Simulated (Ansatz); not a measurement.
**In9Sb9 wurtzite hole sphere (In₉Sb₉H₂₄): the relaxed shape and its frontier levels**

What does In9Sb9 wurtzite hole sphere (In₉Sb₉H₂₄) look like as a singlet, and where do its frontier electrons sit?

Method: RKS PBE0-D4/def2-TZVP; program: Ansatz 0.2.0, Gaussian basis.

Levels to be run: relaxation at PBE-D4/def2-SVP; a single point at PBE0-D4/def2-TZVP.

1 further run of the same task is left out (set aside as unsound or not needed). Runs told in other sessions of the task aren't counted.

## 1. Starting geometry

42 atoms, charge 0, spin multiplicity 1.

Atoms are counted from 1 here; the program's logs count them from 0.

Bond lengths: In1–Sb2 2.808 Å, In1–Sb3 2.802 Å, In1–H19 1.744 Å, In1–H20 1.754 Å, Sb2–In5 2.786 Å, Sb2–H21 1.701 Å, Sb2–H22 1.723 Å, Sb3–In4 2.793 Å, Sb3–In11 2.823 Å, Sb3–H23 1.750 Å, In4–Sb6 2.793 Å, In4–Sb7 2.805 Å, In4–H24 1.736 Å, In5–Sb6 2.790 Å, In5–Sb12 2.840 Å, In5–H25 1.751 Å, Sb6–In9 2.780 Å, Sb6–H26 1.713 Å and more. Angles: Sb2–In1–Sb3 109.5°, Sb2–In1–H19 108.7°, Sb2–In1–H20 110.1°, Sb3–In1–H19 110.2°, Sb3–In1–H20 110.4°, H19–In1–H20 107.9°, In1–Sb2–In5 109.3°, In1–Sb2–H21 109.4°, In1–Sb2–H22 108.5°, In5–Sb2–H21 110.5°, In5–Sb2–H22 109.9°, H21–Sb2–H22 109.2°, In1–Sb3–In4 109.6°, In1–Sb3–In11 108.7°, In1–Sb3–H23 109.6°, In4–Sb3–In11 110.3°, In4–Sb3–H23 109.9°, In11–Sb3–H23 108.7° and more.

In, Sb take a core potential in the def2 sets. No spin-orbit coupling is included.

The start is a built from a lattice or polyhedron geometry.

## 2. Relaxation at PBE-D4/def2-SVP

File in.yaml:

```yaml
crystal:
  periodic: [false, false, false]
  atoms:
    - {symbol: In, position_ang: [0.005200, -5.278600, -1.398000]}
    - {symbol: Sb, position_ang: [-0.019500, -5.277300, 1.409700]}
    - {symbol: Sb, position_ang: [-0.008100, -2.636700, -2.332800]}
    - {symbol: In, position_ang: [-2.286600, -1.322300, -1.394800]}
    - {symbol: In, position_ang: [-0.011000, -2.647900, 2.331000]}
    - {symbol: Sb, position_ang: [-2.282000, -1.322100, 1.398600]}
    - {symbol: Sb, position_ang: [-2.302800, 1.318900, -2.338100]}
    - {symbol: In, position_ang: [-4.586200, 2.664900, -1.387900]}
    - {symbol: In, position_ang: [-2.331700, 1.294400, 2.335600]}
    - {symbol: Sb, position_ang: [-4.588400, 2.648700, 1.406200]}
    - {symbol: In, position_ang: [2.322800, -1.339400, -1.408600]}
    - {symbol: Sb, position_ang: [2.321700, -1.313000, 1.412900]}
    - {symbol: Sb, position_ang: [2.283300, 1.298000, -2.335800]}
    - {symbol: In, position_ang: [0.001600, 2.627000, -1.413200]}
    - {symbol: In, position_ang: [2.289900, 1.308600, 2.336800]}
    - {symbol: Sb, position_ang: [0.001400, 2.646000, 1.395400]}
    - {symbol: In, position_ang: [4.591000, 2.658800, -1.398100]}
    - {symbol: Sb, position_ang: [4.569800, 2.656400, 1.395400]}
    - {symbol: H, position_ang: [-1.407500, -6.127200, -1.969200]}
    - {symbol: H, position_ang: [1.420400, -6.129900, -1.987700]}
    - {symbol: H, position_ang: [-1.403600, -6.097600, 1.961600]}
    - {symbol: H, position_ang: [1.387800, -6.098700, 1.969300]}
    - {symbol: H, position_ang: [0.003500, -2.634100, -4.083000]}
    - {symbol: H, position_ang: [-3.707900, -2.124600, -1.987400]}
    - {symbol: H, position_ang: [-0.012200, -2.634200, 4.082100]}
    - {symbol: H, position_ang: [-3.682000, -2.138700, 1.954100]}
    - {symbol: H, position_ang: [-2.292700, 1.316000, -4.046600]}
    - {symbol: H, position_ang: [-5.999900, 1.800700, -2.000900]}
    - {symbol: H, position_ang: [-4.568800, 4.296100, -1.992600]}
    - {symbol: H, position_ang: [-2.291000, 1.329400, 4.085300]}
    - {symbol: H, position_ang: [-5.973300, 1.838500, 1.974900]}
    - {symbol: H, position_ang: [-4.585900, 4.282900, 1.942500]}
    - {symbol: H, position_ang: [3.709700, -2.142500, -2.004300]}
    - {symbol: H, position_ang: [3.700400, -2.143300, 1.989200]}
    - {symbol: H, position_ang: [2.289100, 1.332800, -4.040000]}
    - {symbol: H, position_ang: [0.005700, 4.272800, -2.005700]}
    - {symbol: H, position_ang: [2.317300, 1.321100, 4.067900]}
    - {symbol: H, position_ang: [0.002200, 4.264200, 1.989100]}
    - {symbol: H, position_ang: [6.003300, 1.825400, -1.993700]}
    - {symbol: H, position_ang: [4.589100, 4.270400, -1.973000]}
    - {symbol: H, position_ang: [6.009300, 1.811800, 1.939300]}
    - {symbol: H, position_ang: [4.591300, 4.305300, 1.961300]}
basis:
  gaussian: {orbitals: def2-SVP, fitting: {mean_field: def2-universal-jkfit}}
hamiltonian: {xc: pbe, dispersion: d4}
scf: {lower_state_search: "off"}
output: {orbitals: {seedname: orbitals}}
relax: {f_tol: 0.03, max_steps: 70}
```

The run is started by

```bash
$ ansatz run in.yaml --threads 5 --pin off --events-out ev --progress --plain --max-ram 66560MiB --backend cuda --devices 0, --max-vram 37GiB
```

The runs that follow: Single point, PBE0-D4/def2-TZVP.

Before running them: what should the planned runs give, taken together? Wanted: point group; commonest bond, hydrogen aside; HOMO, LUMO at PBE0-D4/def2-TZVP; dipole at PBE-D4/def2-SVP.

**Answer**, as computed:

| quantity | value |
| --- | --- |
| point group | C3v |
| commonest bond, hydrogen aside | In–Sb, 24 of mean length 2.876 Å |
| HOMO, LUMO at PBE0-D4/def2-TZVP | -6.52, -2.19 eV |
| dipole at PBE-D4/def2-SVP | 1.53 D |

In words: The molecule keeps its bonding pattern by the stored test; the atoms moved 0.26 Å (rms), and the angle H19–In1–H20 went from 108° to 130°. No usable vibrations, so a minimum isn't proven. Whether this spin is the lowest isn't tested here.
